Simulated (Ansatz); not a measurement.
**SF6 on Ta (110)**

The task, for Ta: adsorb SF6 from several starts and take the binding apart.

Method: DFT PBE+D3(BJ), scalar-relativistic, plane waves, PAW, in Ansatz 0.2.0.

2 further runs of the same task are left out: 2 set aside as unsound or not needed.

## 1. Starting point

It takes space group Cmmm (No. 65, orthorhombic). The conventional cell has a = 3.285 Å, b = 4.646 Å, c = 20.646 Å, α = 90.00°, β = 90.00°, γ = 90.00°. Ta (site symmetry mm2) is surrounded by 6 Ta at 2.81 to 2.84 Å. Ta (site symmetry mmm) is surrounded by 8 Ta at 2.80 to 2.84 Å.

Coordinates:

```cif
data_structure
_symmetry_space_group_name_H-M 'P 1'
_symmetry_Int_Tables_number 1
_cell_length_a 5.6897
_cell_length_b 5.6897
_cell_length_c 20.6456
_cell_angle_alpha 90.000
_cell_angle_beta 90.000
_cell_angle_gamma 109.471
_cell_volume 630.13
loop_
_atom_site_label
_atom_site_type_symbol
_atom_site_fract_x
_atom_site_fract_y
_atom_site_fract_z
_atom_site_occupancy
Ta1 Ta 0.25000 0.25000 0.38749 1
Ta2 Ta 0.25000 0.75000 0.38749 1
Ta3 Ta 0.75000 0.25000 0.38749 1
Ta4 Ta 0.75000 0.75000 0.38749 1
Ta5 Ta 0.50000 0.50000 0.49777 1
Ta6 Ta 0.50000 0.00000 0.49777 1
Ta7 Ta 0.00000 0.50000 0.49777 1
Ta8 Ta 0.00000 0.00000 0.49777 1
Ta9 Ta 0.75000 0.75000 0.60783 1
Ta10 Ta 0.75000 0.25000 0.60783 1
Ta11 Ta 0.25000 0.75000 0.60783 1
Ta12 Ta 0.25000 0.25000 0.60783 1
```

Miller indices refer to the conventional cell of the relaxed bulk, Im-3m (No. 229): a = 3.285 Å, b = 3.285 Å, c = 3.285 Å, α = 90.00°, β = 90.00°, γ = 90.00°.

This (110) slab, 4.6 Å thick as cut, with 16 Å of vacuum, in a 2×2 surface cell; its outer planes are Ta (top) and Ta (bottom), was relaxed beforehand with its lower half held: -119183.0783 eV, work function 4.76 eV.

## 2. SF6, flat, over a bridge (Ta-Ta) site

Contents of input.yaml:

```yaml
crystal:
  lattice:
    - [5.6896945745, 0.0, 0.0]
    - [-1.8965648582, 5.3642954887, 0.0]
    - [0.0, 0.0, 25.8056161666]
  atoms:
    - { symbol: Ta, position: [0.25, 0.25, 0.3100100361] }
    - { symbol: Ta, position: [0.25, 0.75, 0.3100100361] }
    - { symbol: Ta, position: [0.75, 0.25, 0.3100100361] }
    - { symbol: Ta, position: [0.75, 0.75, 0.3100100361] }
    - { symbol: Ta, position: [0.5, 0.5, 0.3982355692] }
    - { symbol: Ta, position: [0.5, 0.0, 0.3982355692] }
    - { symbol: Ta, position: [0.0, 0.5, 0.3982355692] }
    - { symbol: Ta, position: [0.0, 0.0, 0.3982355692] }
    - { symbol: Ta, position: [0.75, 0.75, 0.4862890411] }
    - { symbol: Ta, position: [0.75, 0.25, 0.4862890411] }
    - { symbol: Ta, position: [0.25, 0.75, 0.4862890411] }
    - { symbol: Ta, position: [0.25, 0.25, 0.4862890411] }
    - { symbol: S, position: [1.0, 0.5, 0.6343188334] }
    - { symbol: F, position: [0.7366364205, 0.2878841172, 0.6343188334] }
    - { symbol: F, position: [1.2633635795, 0.7121158828, 0.6343188334] }
    - { symbol: F, position: [1.1318697822, 0.29565503, 0.6343188334] }
    - { symbol: F, position: [0.8681302178, 0.70434497, 0.6343188334] }
    - { symbol: F, position: [1.0, 0.5, 0.6955458155] }
    - { symbol: F, position: [1.0, 0.5, 0.5730918512] }
basis:
  ecutwfc: 420
kpoints:
  mp_grid: { grid: [4, 4, 1] }
hamiltonian:
  xc: pbe
  dispersion: d3bj
scf:
  occupations: { method: gaussian, width: 0.1 }
output:
  forces: true
  eigenvalues: true
  write_density: true
  write_potential: true
  elf: true
  volumetric_format: npy
relax:
  adjacent_minimum: "off"
  f_tol: 0.04
  max_steps: 100
  constraints: [{ sites: [0, 1, 2, 3] }]
efield:
  axis: 3
  dipole_correction: true
  ramp_width: 0.04
```

The run is started by

```sh
> ansatz run input.yaml --threads 4 --pin off --max-ram 10240MiB --backend cpu --events-out ev --progress --plain --runs-dir out
```

Further runs follow: SF6, tilted, over a hollow (nearest Ta) site; the lowest end once more, with its density; the slab alone, frozen as in the lowest end; the molecules alone, frozen as adsorbed.

What does the calculation give? Wanted: SF6: lowest end; interaction of the frozen parts; electrons moved above the midplane.

As calculated:

| quantity | value |
| --- | --- |
| SF6: lowest end | E_ads -0.31 eV, tilted start over hollow Ta-Ta-Ta |
| interaction of the frozen parts | -0.26 eV a cell |
| cost of deforming the slab | 0.01 eV |
| cost of deforming and crowding the molecules | -0.06 eV |
| electrons moved above the midplane | -0.002 |

What this shows: SF6 binds with 0.31 eV a molecule at best, which is physisorption. In all 0.07 electrons are rearranged, and 0.00 cross the midplane towards the slab. Spin-orbit coupling is left out, which matters for the bands of Ta.
